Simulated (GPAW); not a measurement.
The system is SiO.

```
CELL_PARAMETERS angstrom
2.80697 0.00000 0.00000
0.00000 2.80697 0.00000
0.00000 0.00000 2.80697
ATOMIC_POSITIONS crystal
Si 0.00000 0.00000 0.00000
O 0.50000 0.50000 0.50000
```

The cell was built by a generator and needn't be a form met in nature.

```yaml
Program: GPAW 26.7.0
Task: relaxation of cell and atoms
Functional: PBEsol
Potentials_or_basis: PAW data sets generated in the run's folder for this functional
Cutoff: 800 eV
Basis: pw
k_mesh: 9 × 9 × 9
Occupations: fermi-dirac, width 0.05 eV
Spin: no spin polarisation
```

At the start: pressure -4.5 GPa; volume 11.06 Å³/atom.

Question: How do energy, volume and symmetry change on relaxing?

Answer: Over 3 steps the energy falls by 4.8 meV/atom and the volume is 10.69 Å³/atom (-3.4 %); space group Pm-3m (No. 221, to 0.05 Å).

The path:
| step | energy change (eV) | largest force (eV/Å) | pressure (GPa) | volume (Å³) |
| --- | --- | --- | --- | --- |
| 1 | 0.0000 | 0.0000 | -4.49 | 22.12 |
| 2 | -0.0036 | 0.0000 | -3.64 | 21.97 |
| 3 | -0.0096 | 0.0000 | 0.07 | 21.37 |

Final structure:
```
Si O
1.0
     2.77519    0.00000    0.00000
     0.00000    2.77519    0.00000
     0.00000    0.00000    2.77519
Si O
1 1
Direct
  0.00000 0.00000 0.00000
  0.50000 0.50000 0.50000
```

Caveat: later steps reuse the first step's grids.
